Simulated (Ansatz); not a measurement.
## GaF under changes of volume

One of the cells (23.058 Å³/atom); the others are scaled copies at fixed shape and fractional positions:

```
CELL_PARAMETERS angstrom
0.00000 2.84624 2.84624
2.84624 0.00000 2.84624
2.84624 2.84624 0.00000
ATOMIC_POSITIONS crystal
Ga 0.25000 0.25000 0.25000
F 0.00000 0.00000 0.00000
```

The cell was built by a generator and needn't be a form met in nature.

```yaml
Program: Ansatz 0.2.0
Functional: PBE
Potentials_or_basis: Ansatz PAW
Cutoff: "420 eV (not typed: the program's choice for these potentials)"
k_mesh: 8 × 8 × 8
Occupations: fermi-dirac, width 0.05 eV
Spin: no spin polarisation
```

```tsv
volume (Å³/atom)	energy over the lowest point (meV/atom)	pressure (GPa)	gap on the mesh (eV)
21.674	7.41	1.8	2.01
22.135	3.19	1.2	2.11
22.596	0.74	0.5	2.19
23.058	0.00	0.0	2.27
23.519	0.69	-0.5	2.35
23.980	?	?	?
24.441	6.11	-1.3	2.49
```

Question: What does the run at 23.980 Å³/atom give?

Answer: Energy over the lowest point 2.76 meV/atom; pressure -0.9 GPa; gap on the mesh 2.42 eV.

Worked out: A Birch-Murnaghan fit of order 3 (a polynomial in V^(-2/3)) to the other rows has its minimum at 23.06 Å³/atom with B0 = V·E''(V) = 26 GPa and B' = 3.7. It gives 2.78 meV/atom at 23.980 Å³/atom, against the run's 2.76, and -dE/dV = -0.9 GPa, against -0.9. A straight line through the other rows of the gap, of slope 3.97 eV per unit of ln V, gives 2.42 eV, against the run's 2.42.

Energies are extrapolated to zero smearing.

A mesh can miss the band edges. Spin-orbit coupling on Ga is left out.
